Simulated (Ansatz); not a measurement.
# BeMgH₂ (triplet): the correlation ladder at distance Mg2–H4 = 2.056 Å, 6-31G

Aim: climb from Hartree-Fock through coupled cluster and multireference methods for BeMgH₂ (triplet) at one geometry and basis, and see what each rung misses.

Method: 6-31G, core rule «outside noble gas», up to 6 orbitals frozen; program: Ansatz 0.2.0, Gaussian basis.

To be run: UHF; CCSD(T) on ROHF; CCSD(T) on UHF; BCCD(T) on ROHF; CISD; CCSDT(Q) on ROHF; CCSDT(Q) on UHF; CISDTQ; CCSDTQ on ROHF; CCSDTQ on UHF; CASSCF and MRCISD+Q, 4 electrons in 4 orbitals; CASSCF and NEVPT2, 4 electrons in 4 orbitals; CASSCF and MRCISD+Q, 6 electrons in 10 orbitals; CASSCF and NEVPT2, 6 electrons in 10 orbitals; Full CI.

20 further runs of the same task are left out: 13 that didn't finish, 7 set aside as unsound or not needed.

## (1) The geometry

The geometry derives from a PBE0/def2-TZVP stationary point (not a proven minimum). One bond is set to the value named and the two fragments are kept rigid.

4 atoms, charge 0, spin multiplicity 3.

Atoms are counted from 1 here; the program's logs count them from 0.

Bond lengths: Be1–H3 1.420 Å, Mg2–H3 2.008 Å, Mg2–H4 2.056 Å. Angles: H3–Mg2–H4 132.1°, Be1–H3–Mg2 95.7°.

Coordinates:

```
atom   x (Å)    y (Å)    z (Å)
 Be1  0.0000  -0.0666   1.9237
 Mg2  0.0000  -0.0393  -0.6473
  H3  0.0000   1.0465   1.0413
  H4  0.0000   0.4978  -2.6319
```

## (2) UHF

in.yaml reads:

```yaml
crystal:
  periodic: [false, false, false]
  atoms:
    - {symbol: Be, position_ang: [0.000000, -0.066596, 1.923731]}
    - {symbol: Mg, position_ang: [0.000000, -0.039349, -0.647346]}
    - {symbol: H, position_ang: [0.000000, 1.046490, 1.041291]}
    - {symbol: H, position_ang: [0.000000, 0.497800, -2.631938]}
basis:
  gaussian: {orbitals: 6-31G}
magnetization: {spin_polarized: true, initial_magnetization: 2}
hamiltonian: {xc: hf}
output: {orbitals: {seedname: orbitals}}
```

Launch:

```console
$ ansatz run in.yaml --threads 1 --pin off --events-out ev --progress --plain --max-ram 2393MiB
```

Further steps of the session: CCSD(T) on ROHF; CCSD(T) on UHF; BCCD(T) on ROHF; CISD; CCSDT(Q) on ROHF; CCSDT(Q) on UHF; CISDTQ; CCSDTQ on ROHF; CCSDTQ on UHF; CASSCF and MRCISD+Q, 4 electrons in 4 orbitals; CASSCF and NEVPT2, 4 electrons in 4 orbitals; CASSCF and MRCISD+Q, 6 electrons in 10 orbitals; CASSCF and NEVPT2, 6 electrons in 10 orbitals; Full CI.

Before running them: what should the planned runs give, taken together? Wanted: FCI below the RHF energy; RMP2 from FCI; UMP2 from FCI; RCCSD from FCI; RCCSD(T) from FCI; UCCSD(T) from FCI; RCCSDT(Q) from FCI; UCCSDT(Q) from FCI; NEVPT2 pair from FCI.

As calculated:

| quantity | value |
| --- | --- |
| FCI below the RHF energy | -1.5611 eV |
| RMP2 from FCI | +13.12 kcal/mol |
| UMP2 from FCI | +12.98 kcal/mol |
| RCCSD from FCI | +1.10 kcal/mol |
| RCCSD(T) from FCI | +0.44 kcal/mol |
| UCCSD(T) from FCI | +0.42 kcal/mol |
| RCCSDT(Q) from FCI | +0.01 kcal/mol |
| UCCSDT(Q) from FCI | +0.01 kcal/mol |
| NEVPT2 pair from FCI | +8.81 kcal/mol |
| MRCISD+Q pair from FCI | +0.36 kcal/mol |
| NEVPT2 valence from FCI | +2.04 kcal/mol |
| levels within 1 kcal/mol (43 meV) | RCCSD(T), UCCSD(T), BCCD(T), RCCSDT, UCCSDT, CISDTQ, RCCSDT(Q), UCCSDT(Q), RCCSDTQ, UCCSDTQ, MRCISD+Q pair, MRCISD valence, MRCISD+Q valence |
| T1 diagnostic | 0.028 |
| effectively unpaired electrons | 2.04 |

In words: RCCSD(T) lands +0.44 kcal/mol from the yardstick (1.2 % of the correlation energy). One determinant dominates. Of the multireference levels listed MRCISD+Q valence comes nearest in total energy (+0.19 kcal/mol), which doesn't show that its space is the better one. These misses are within one basis, not against nature; the frozen cores of restricted and unrestricted runs differ, which can shift their rows.
